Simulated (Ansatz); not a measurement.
# HSe radical: up Jacob's ladder to CCSD(T)

The task here is to estimate one member of a computed series from the others.

The runs use Ansatz 0.2.0, Gaussian basis; functionals in def2-TZVPP, the program's frozen cores in correlated methods.

Levels to be run: LDA (SPW92), PBE-D4, revPBE-D4, BLYP-D4, r2SCAN-D4, B97M-V, PBE0-D4, B3LYP-D4, r2SCANh-D4, r2SCAN0-D4, HSE06-D4, BHLYP-D4, CAM-B3LYP-D4, LC-ωPBE, ωB97X-V, ωB97M-V, B2PLYP, PBE-QIDH; CCSD(T)/def2-SVP; CCSD(T)/def2-TZVPP; CCSD(T)/def2-QZVPP; extrapolation to the limit; RPA on PBE.

### Structure used throughout

All runs share one geometry, relaxed beforehand with PBE0-D4 in a triple-zeta def2 set.

SMILES `[SeH]`, 2 atoms, charge 0, spin multiplicity 2.

Atoms are counted from 1 here; the program's logs count them from 0.

Bond lengths: Se1–H2 1.471 Å.

Set-up of the first run:

in.yaml

```yaml
crystal:
  periodic: [false, false, false]
  atoms:
    - {symbol: Se, position_ang: [-0.624680, 0.225659, -0.315913]}
    - {symbol: H, position_ang: [0.624680, -0.225659, 0.315913]}
basis:
  gaussian: {orbitals: def2-TZVPP}
magnetization: {spin_polarized: true, initial_magnetization: 1}
hamiltonian: {xc: lda}
output: {orbitals: {seedname: orbitals}}
```

Steps of the session up to this table: LDA; PBE-D4 (GGA); revPBE-D4 (GGA); BLYP-D4 (GGA); r2SCAN-D4 (meta-GGA); B97M-V (meta-GGA); PBE0-D4 (hybrid); B3LYP-D4 (hybrid); r2SCANh-D4 (hybrid); r2SCAN0-D4 (hybrid); HSE06-D4 (hybrid); BHLYP-D4 (hybrid); CAM-B3LYP-D4 (range-separated); LC-ωPBE-D4 (range-separated; the results give it without D4); ωB97X-V (range-separated); ωB97M-V (range-separated); B2PLYP (double hybrid); PBE-QIDH (double hybrid).

One table of the session follows, with a row left open; its other results are not shown here.

It belongs to the step «Orbital energies across the functionals». 

| functional | HOMO (eV) | LUMO (eV) | gap (eV) |
| --- | --- | --- | --- |
| LDA (SPW92) | -5.93 | -6.03 | -0.10 |
| PBE-D4 | -5.81 | -5.56 | 0.25 |
| revPBE-D4 | -5.76 | -5.42 | 0.35 |
| BLYP-D4 | -5.68 | -5.59 | 0.09 |
| r2SCAN-D4 | -6.08 | -5.16 | 0.92 |
| B97M-V | -6.12 | -5.34 | 0.78 |
| PBE0-D4 | -6.99 | -4.40 | 2.58 |
| B3LYP-D4 | -6.77 | -4.85 | 1.92 |
| r2SCANh-D4 | -6.52 | -4.74 | 1.77 |
| r2SCAN0-D4 | -7.17 | -4.13 | 3.04 |
| HSE06-D4 | -6.58 | -4.78 | 1.80 |
| BHLYP-D4 | -8.03 | -3.36 | 4.66 |
| CAM-B3LYP-D4 | -8.34 | -3.34 | 5.00 |
| LC-ωPBE | -9.74 | -1.79 | 7.94 |
| ωB97X-V | ? | ? | ? |
| ωB97M-V | -9.17 | -2.30 | 6.86 |

Q: Estimate the row for ωB97X-V from the others.

**Answer.** HOMO (eV): -9.37; LUMO (eV): -2.28; gap (eV): 7.09. In the column «HOMO (eV)» it lies between LC-ωPBE (-9.74) and ωB97M-V (-9.17).

To keep in mind: A negative gap means that an empty level lies below a filled one: whole occupations of an open shell aren't an aufbau state there.
